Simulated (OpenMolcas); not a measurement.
**A workflow on Si4H10 (SMILES [SiH3][SiH]([SiH3])[SiH3])**

Aim: the energy (HF/ANO-RCC-MB), then a single-point energy (CASSCF(2,2)/ANO-RCC-VDZP), then the energy along one coordinate (CASPT2(2,2)/ANO-RCC-VDZP), then an energy scan (SC-NEVPT2(2,2)/ANO-RCC-VDZP), then an energy scan (MC-PDFT[tPBE](2,2)/ANO-RCC-VDZP) of Si4H10. 

Program for the calculation: OpenMolcas 26.06.

## (1) The system as given

Si4H10 has 14 atoms, charge 0, and is taken as a singlet. As SMILES, `[SiH3][SiH]([SiH3])[SiH3]`. The coordinates come from a PBE0-D4/def2-TZVP relaxation.

Bond lengths: Si1–Si2 2.337 Å, Si2–Si3 2.337 Å, Si2–Si4 2.337 Å, Si1–H5 1.488 Å, Si1–H6 1.488 Å, Si1–H7 1.488 Å, Si2–H8 1.492 Å, Si3–H9 1.488 Å, Si3–H10 1.488 Å, Si3–H11 1.488 Å, Si4–H12 1.488 Å, Si4–H13 1.488 Å, Si4–H14 1.488 Å. Some angles: Si1–Si2–Si3 109.6°, Si1–Si2–Si4 109.6°, Si3–Si2–Si4 109.6°, Si1–Si2–H8 109.3°, Si3–Si2–H8 109.3°, Si4–Si2–H8 109.3°, Si2–Si1–H5 110.8°, Si2–Si1–H6 110.8°, Si2–Si1–H7 109.2°, Si2–Si3–H9 109.2°.

## (2) A single-point energy at HF/ANO-RCC-MB (DKH2) (run 1)

Input file mol.xyz:

```xyz
14

Si    -1.586600     0.449770    -1.468220
Si    -0.437700    -0.033320     0.509060
Si     1.124000     1.651140     0.941090
Si     0.660040    -2.085920     0.297480
H     -2.588800    -0.607930    -1.768740
H     -2.287510     1.758070    -1.365710
H     -0.615640     0.517850    -2.593590
H     -1.409520    -0.107160     1.639330
H      2.091010     1.722300    -0.187470
H      1.875310     1.366450     2.193260
H      0.452630     2.971990     1.075490
H      1.404530    -2.417500     1.542160
H      1.628750    -2.008150    -0.829180
H     -0.310500    -3.177580     0.015050
```

Input file step1.inp:

```
>>> EXPORT MOLCAS_PRINT=2
&GATEWAY
COORD=mol.xyz
BASIS=ANO-RCC-MB
GROUP=NoSym
&SEWARD
&SCF
PRORBITALS=0
&LOCALISATION
OCCUPIED
FREEZE
PIPEK-MEZEY
&LOCALISATION
FILEORB=$Project.LocOrb
VIRTUAL
PIPEK-MEZEY
```

Command:

```console
$ export MOLCAS_MEM=1860
$ pymolcas step1.inp > step1.log
```

Standard output:

```text
--- Start Module: gateway ---
[...]
--- Stop Module: gateway /rc=_RC_ALL_IS_WELL_ ---
[...]
      Basis functions           46
[...]
       Convergence after   8 Iterations
[...]
::    Total SCF energy                              -1163.6938650797
[...]
      Total spin, S                                     0.0000000000
[...]
      Total electronic charge=   66.000000
      Total            charge=   -0.000000
[...]
      Dipole Moment (debye):
      Origin of the operator (angstrom)=   -0.0531   -0.0041    0.0618
                   X= -8.3854E-02               Y= -6.4602E-03               Z=  9.7558E-02           Total=  1.2881E-01
      Quadrupole Moment (debye*angstrom):
[...]
--- Start Module: localisation ---
[...]
--- Stop Module: localisation /rc=_RC_ALL_IS_WELL_ ---
--- Start Module: localisation ---
[...]
--- Stop Module: localisation /rc=_RC_ALL_IS_WELL_ ---
[...]
```

It took 3.6 s on 1 thread of Intel Xeon 6975P-C (Granite Rapids), shared host; peak memory 0.41 GiB.

## (3) The energy at CASSCF(2,2)/ANO-RCC-VDZP (DKH2, RICD fitting) (run 2)

mol.xyz is that of step 2.

Input file step2.inp:

```
&GATEWAY
 Coord=mol.xyz
 Basis=ANO-RCC-MB
 Group=NoSym

&SEWARD

&RASSCF
 FileOrb=$CurrDir/step1.LocOrb
 Alter=2
 1 23 33
 1 34 38
 Spin=1
 Nactel=2 0 0
 Inactive=32
 Ras2=2
 OrbListing=Nothing
>>> COPY $Project.RunFile RUNFIL1
>>> COPY $Project.RasOrb INPORB

&GATEWAY
 Coord=mol.xyz
 Basis=ANO-RCC-VDZP
 Group=NoSym
 RICD

&SEWARD
>>> COPY $Project.RunFile RUNFIL2

&EXPBAS

&RASSCF
 FileOrb=$Project.ExpOrb
 Spin=1
 Nactel=2 0 0
 Inactive=32
 Ras2=2
 OrbListing=Nothing
 OrbAppear=Compact
```

Command:

```console
$ export MOLCAS_MEM=1860
$ pymolcas step2.inp > step2.log
```

Standard output:

```text
--- Start Module: gateway ---
[...]
--- Stop Module: gateway /rc=_RC_ALL_IS_WELL_ ---
[...]
      Basis functions           46
[...]
      Number of active orbitals                  2
[...]
      Spin quantum number                      0.0
[...]
      Active orbitals                            2
[...]
      Number of CSFs                             3
[...]
      Number of root(s) required                 1
[...]
      Convergence after  9 iterations
[...]
      printout of CI-coefficients larger than  0.05 for root  1
      energy=   -1163.707916
      conf/sym  11     Coeff  Weight
             1  20   0.99368 0.98740
             3  02  -0.11224 0.01260
      Natural orbitals and occupation numbers for root  1
      sym 1:   1.974806   0.025194
      ************************************************************************************************************************
      *                                                    Final results                                                     *
[...]
::    RASSCF root number  1 Total energy:  -1163.70791585
[...]
      Basis functions          122
[...]
--- Start Module: expbas ---
[...]
--- Stop Module: expbas /rc=_RC_ALL_IS_WELL_ ---
--- Start Module: rasscf ---
[...]
      Convergence after 13 iterations
[...]
      Natural orbitals and occupation numbers for root  1
      sym 1:   1.981055   0.018945
      ************************************************************************************************************************
      *                                                    Final results                                                     *
[...]
::    RASSCF root number  1 Total energy:  -1164.01493538
[...]
      Total electronic charge=   66.000000
      Total            charge=   -0.000000
[...]
      Dipole Moment (debye):
      Origin of the operator (angstrom)=   -0.0531   -0.0041    0.0618
                   X= -1.9720E-01               Y= -5.4541E-02               Z=  1.2255E-01           Total=  2.3850E-01
      Quadrupole Moment (debye*angstrom):
[...]
--- Stop Module: rasscf /rc=_RC_ALL_IS_WELL_ ---
[...]
```

It took 13 s on 1 thread of Intel Xeon 6975P-C (Granite Rapids), shared host; peak memory 0.41 GiB.

## (4) The energy along one coordinate at CASPT2(2,2)/ANO-RCC-VDZP (DKH2, RICD fitting, ipea shift 0.25 Eh, pt2 variant SS) (run 3)

Input file step3.input:

```
>>> COPY $CurrDir/step2.RasOrb $Project.RasOrb
>>> ForEach K in (1, 2, 3, 4, 5, 6, 7, 8, 9)
&GATEWAY
Coord=$CurrDir/point$K.xyz
Basis=ANO-RCC-VDZP
Group=NoSym
RICD
&SEWARD
&RASSCF
FileOrb=$Project.RasOrb
Spin=1
Nactel=2 0 0
Inactive=32
Ras2=2
OrbListing=Nothing
OrbAppear=Compact
&CASPT2
Imaginary=0.2
Frozen=20
>>> EndDo
```

Command:

```console
$ export MOLCAS_MEM=1860
$ pymolcas step3.input > step3.log
```

Standard output:

```text
[...]
      Basis functions          122
[...]
      Number of active orbitals                  2
[...]
      Spin quantum number                      0.0
[...]
      Active orbitals                            2
[...]
      Number of CSFs                             3
[...]
      Number of root(s) required                 1
[...]
      Convergence after 13 iterations
[...]
      Natural orbitals and occupation numbers for root  1
      sym 1:   1.986928   0.013072
      ************************************************************************************************************************
      *                                                    Final results                                                     *
[...]
::    RASSCF root number  1 Total energy:  -1164.00374571
[...]
::    CASPT2 Root  1     Total energy:  -1164.40541939
[...]
      Convergence after 11 iterations
[...]
      Natural orbitals and occupation numbers for root  1
      sym 1:   1.981044   0.018956
      ************************************************************************************************************************
      *                                                    Final results                                                     *
[...]
      Convergence after 11 iterations
[...]
      Natural orbitals and occupation numbers for root  1
      sym 1:   1.807199   0.192801
      ************************************************************************************************************************
      *                                                    Final results                                                     *
[...]
      Convergence after 11 iterations
[...]
      Natural orbitals and occupation numbers for root  1
      sym 1:   1.616019   0.383981
      ************************************************************************************************************************
      *                                                    Final results                                                     *
[...]
      Convergence after 10 iterations
[...]
      Natural orbitals and occupation numbers for root  1
      sym 1:   1.340574   0.659426
      ************************************************************************************************************************
      *                                                    Final results                                                     *
[...]
::    RASSCF root number  1 Total energy:  -1163.88619819
[...]
::    CASPT2 Root  1     Total energy:  -1164.27945751
[...]
      Convergence after  9 iterations
[...]
::    RASSCF root number  1 Total energy:  -1163.88200729
[...]
::    CASPT2 Root  1     Total energy:  -1164.27469212
[...]
```

It took 87 s on 1 thread of Intel Xeon 6975P-C (Granite Rapids), shared host; peak memory 0.12 GiB.

The scan, from its lowest point:

```
H5–Si1 (Å)  energy (kJ/mol)
     1.339             26.4
     1.488              0.0
     1.637             13.7
     1.860             67.8
     2.157            154.8
     2.529            247.5
     2.976            317.8
     3.571            357.1
     4.463            369.6
```

## (5) An energy scan at SC-NEVPT2(2,2)/ANO-RCC-VDZP (DKH2, RICD fitting, pt2 variant SC-NEVPT2) (run 4)

Input file step4.input:

```
* H10Si4 NEVPT2
>>> EXPORT MOLCAS_PRINT=2
>>> COPY $CurrDir/step2.RasOrb $Project.RasOrb
>>> ForEach K in (1, 2, 3, 4, 5, 6, 7, 8, 9)

&GATEWAY
  Coord=$CurrDir/point$K.xyz
  Basis=ANO-RCC-VDZP
  Group=NoSym
  RICD

&SEWARD

&RASSCF
  FileOrb=$Project.RasOrb
  Spin=1
  Nactel=2 0 0
  Inactive=32
  Ras2=2
  OrbListing=Nothing
  OrbAppear=Compact

&CASPT2
  SC-NEVPT2
  Frozen=20
>>> EndDo
```

Command:

```console
$ export MOLCAS_MEM=1860
$ pymolcas step4.input > step4.log
```

Standard output:

```text
[...]
      Basis functions          122
[...]
      Number of active orbitals                  2
[...]
      Spin quantum number                      0.0
[...]
      Active orbitals                            2
[...]
      Number of CSFs                             3
[...]
      Number of root(s) required                 1
[...]
      Convergence after 13 iterations
[...]
      printout of CI-coefficients larger than  0.05 for root  1
      energy=   -1164.003746
      conf/sym  11     Coeff  Weight
             1  20   0.99673 0.99346
             3  02  -0.08085 0.00654
      Natural orbitals and occupation numbers for root  1
      sym 1:   1.986928   0.013072
      ************************************************************************************************************************
      *                                                    Final results                                                     *
[...]
::    RASSCF root number  1 Total energy:  -1164.00374571
[...]
      E2 (Variational):          -0.3965956050
[...]
::    SC-NEVPT2 Root  1     Total energy:  -1164.40031942
[...]
      Convergence after 11 iterations
[...]
      Natural orbitals and occupation numbers for root  1
      sym 1:   1.981044   0.018956
      ************************************************************************************************************************
      *                                                    Final results                                                     *
[...]
      Convergence after 11 iterations
[...]
      Natural orbitals and occupation numbers for root  1
      sym 1:   1.807199   0.192801
      ************************************************************************************************************************
      *                                                    Final results                                                     *
[...]
      Convergence after 11 iterations
[...]
      Natural orbitals and occupation numbers for root  1
      sym 1:   1.616019   0.383981
      ************************************************************************************************************************
      *                                                    Final results                                                     *
[...]
      Convergence after 10 iterations
[...]
::    RASSCF root number  1 Total energy:  -1163.88619819
[...]
::    SC-NEVPT2 Root  1     Total energy:  -1164.27799827
[...]
      Convergence after  9 iterations
[...]
::    RASSCF root number  1 Total energy:  -1163.88200729
[...]
      E2 (Variational):          -0.3915366153
[...]
      Reference weight:           0.83435
[...]
::    SC-NEVPT2 Root  1     Total energy:  -1164.27354391
[...]
```

It took 83 s on 1 thread of Intel Xeon 6975P-C (Granite Rapids), shared host; peak memory 0.12 GiB.

The scan, from its lowest point:

```
H5–Si1 (Å)  energy (kJ/mol)
     1.339             28.1
     1.488              0.0
     1.637             12.4
     1.860             65.0
     2.157            150.6
     2.529            242.2
     2.976            311.4
     3.571            349.3
     4.463            361.0
```

## (6) The energy along one coordinate at MC-PDFT[tPBE](2,2)/ANO-RCC-VDZP (DKH2, RICD fitting) (run 5)

Input file step5.inp:

```
* H10Si4 MC-PDFT
>>> COPY $CurrDir/step2.RasOrb $Project.RasOrb
>>> ForEach K in (1, 2, 3, 4, 5, 6, 7, 8, 9)

&GATEWAY
  Coord=$CurrDir/point$K.xyz
  Basis=ANO-RCC-VDZP
  Group=NoSym
  RICD

&SEWARD

&RASSCF
  FileOrb=$Project.RasOrb
  Spin=1
  Nactel=2 0 0
  Inactive=32
  Ras2=2
  OrbListing=Nothing
  OrbAppear=Compact

&MCPDFT
  KSDFT=T:PBE
>>> EndDo
```

Command:

```console
$ export MOLCAS_MEM=1860
$ pymolcas step5.inp > step5.log
```

Standard output:

```text
--- Start Module: gateway ---
[...]
      Basis functions          122
[...]
      Number of active orbitals                  2
[...]
      Spin quantum number                      0.0
[...]
      Active orbitals                            2
[...]
      Number of CSFs                             3
[...]
      Number of root(s) required                 1
[...]
      Convergence after 13 iterations
[...]
      printout of CI-coefficients larger than  0.05 for root  1
      energy=   -1164.003746
      conf/sym  11     Coeff  Weight
             1  20   0.99673 0.99346
             3  02  -0.08085 0.00654
      Natural orbitals and occupation numbers for root  1
      sym 1:   1.986928   0.013072
      ************************************************************************************************************************
      *                                                    Final results                                                     *
[...]
::    RASSCF root number  1 Total energy:  -1164.00374571
[...]
::    MCPDFT root number  1 Total energy:  -1165.76927337
[...]
      Convergence after 11 iterations
[...]
      Natural orbitals and occupation numbers for root  1
      sym 1:   1.981044   0.018956
      ************************************************************************************************************************
      *                                                    Final results                                                     *
[...]
      Convergence after 11 iterations
[...]
      Natural orbitals and occupation numbers for root  1
      sym 1:   1.807199   0.192801
      ************************************************************************************************************************
      *                                                    Final results                                                     *
[...]
      Convergence after 11 iterations
[...]
      Natural orbitals and occupation numbers for root  1
      sym 1:   1.616019   0.383981
      ************************************************************************************************************************
      *                                                    Final results                                                     *
[...]
      Convergence after 10 iterations
[...]
::    RASSCF root number  1 Total energy:  -1163.88619819
[...]
::    MCPDFT root number  1 Total energy:  -1165.63898269
[...]
      Convergence after  9 iterations
[...]
::    RASSCF root number  1 Total energy:  -1163.88200729
[...]
      Total electronic charge=   66.000000
      Total            charge=   -0.000000
[...]
::    MCPDFT root number  1 Total energy:  -1165.63487064
[...]
```

Run time: 95 s. Hardware: 1 thread of Intel Xeon 6975P-C (Granite Rapids), shared host; peak memory 0.083 GiB.

The scan, from its lowest point:

```
H5–Si1 (Å)  energy (kJ/mol)
     1.339             27.9
     1.488              0.0
     1.637             12.2
     1.860             64.6
     2.157            151.4
     2.529            248.0
     2.976            326.0
     3.571            370.0
     4.463            380.8
```

## (7) Outcome

| quantity | value |
| --- | --- |
| run 1, HF/ANO-RCC-MB: total energy | -1163.69387 Eh |
| run 1, HF/ANO-RCC-MB: dipole moment | 0.13 D |
| run 1, HF/ANO-RCC-MB: HOMO energy | -11.52 eV |
| run 1, HF/ANO-RCC-MB: LUMO energy | 3.74 eV |
| run 1, HF/ANO-RCC-MB: HOMO–LUMO gap | 15.26 eV |
| run 2, CASSCF(2,2)/ANO-RCC-VDZP: total energy | -1164.01494 Eh |
| run 2, CASSCF(2,2)/ANO-RCC-VDZP: dipole moment (CASSCF density) | 0.24 D |
| run 3, CASPT2(2,2)/ANO-RCC-VDZP: lowest energy of the scan | -1164.41548 Eh |
| run 4, SC-NEVPT2(2,2)/ANO-RCC-VDZP: lowest energy of the scan | -1164.41104 Eh |
| run 5, MC-PDFT[tPBE](2,2)/ANO-RCC-VDZP: lowest energy of the scan | -1165.77991 Eh |

**Reading.** Mulliken charges (run 1, HF/ANO-RCC-MB) run from -0.04 on H7 to +0.12 on Si1. Mulliken charges (run 2, CASSCF(2,2)/ANO-RCC-VDZP) run from -0.12 on H6 to +0.38 on Si3; they depend strongly on the basis.
